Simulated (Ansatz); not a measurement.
# Ti: the cost of one run

Method: DFT PBE, scalar-relativistic, plane waves, PAW, in Ansatz 0.2.0.

### Step 1. The structure to begin with

The structure is hexagonal, space group P6_3/mmc (No. 194). The conventional cell has a = 2.950 Å, b = 2.950 Å, c = 4.680 Å, α = 90.00°, β = 90.00°, γ = 120.00°. Ti (site symmetry -6m2) is surrounded by 12 Ti at 2.89 to 2.95 Å.

Structure file:

```cif
data_structure
_symmetry_space_group_name_H-M 'P6_3/mmc'
_symmetry_Int_Tables_number 194
_cell_length_a 2.9500
_cell_length_b 2.9500
_cell_length_c 4.6800
_cell_angle_alpha 90.000
_cell_angle_beta 90.000
_cell_angle_gamma 120.000
_cell_volume 35.27
loop_
_atom_site_label
_atom_site_type_symbol
_atom_site_symmetry_multiplicity
_atom_site_Wyckoff_symbol
_atom_site_fract_x
_atom_site_fract_y
_atom_site_fract_z
_atom_site_occupancy
Ti1 Ti 2 c 0.33333 0.66667 0.25000 1
```

### Step 2. Relaxing cell and atoms: Ti, no spin

input.yaml reads:

```yaml
crystal:
  lattice:
    - [5.9, 0.0, 0.0]
    - [-2.95, 5.1095498824, 0.0]
    - [0.0, 0.0, 4.68]
  atoms:
    - { symbol: Ti, position: [0.1666666667, 0.3333333333, 0.25] }
    - { symbol: Ti, position: [0.3333333333, 0.1666666667, 0.75] }
    - { symbol: Ti, position: [0.1666666667, 0.8333333333, 0.25] }
    - { symbol: Ti, position: [0.3333333333, 0.6666666667, 0.75] }
    - { symbol: Ti, position: [0.6666666667, 0.3333333333, 0.25] }
    - { symbol: Ti, position: [0.8333333333, 0.1666666667, 0.75] }
    - { symbol: Ti, position: [0.6666666667, 0.8333333333, 0.25] }
    - { symbol: Ti, position: [0.8333333333, 0.6666666667, 0.75] }
scf:
  occupations: { method: gaussian, width: 0.1 }
output:
  forces: true
  stress: true
  eigenvalues: true
hamiltonian:
  xc: pbe
kpoints:
  mp_grid: { grid: [8, 8, 10] }
relax:
  f_tol: 0.01
  max_steps: 60
  cell: { stress_tol: 0.03 }
```

Command:

```
$ ansatz run input.yaml --threads 4 --pin off --max-ram 8192MiB --backend cpu --events-out ev --progress --plain --runs-dir out
```

Q: Estimate wall time and peak memory on 4 threads of AMD EPYC 7R13 (Zen 3), shared host.

About 38 s, with a peak of 0.81 GiB.
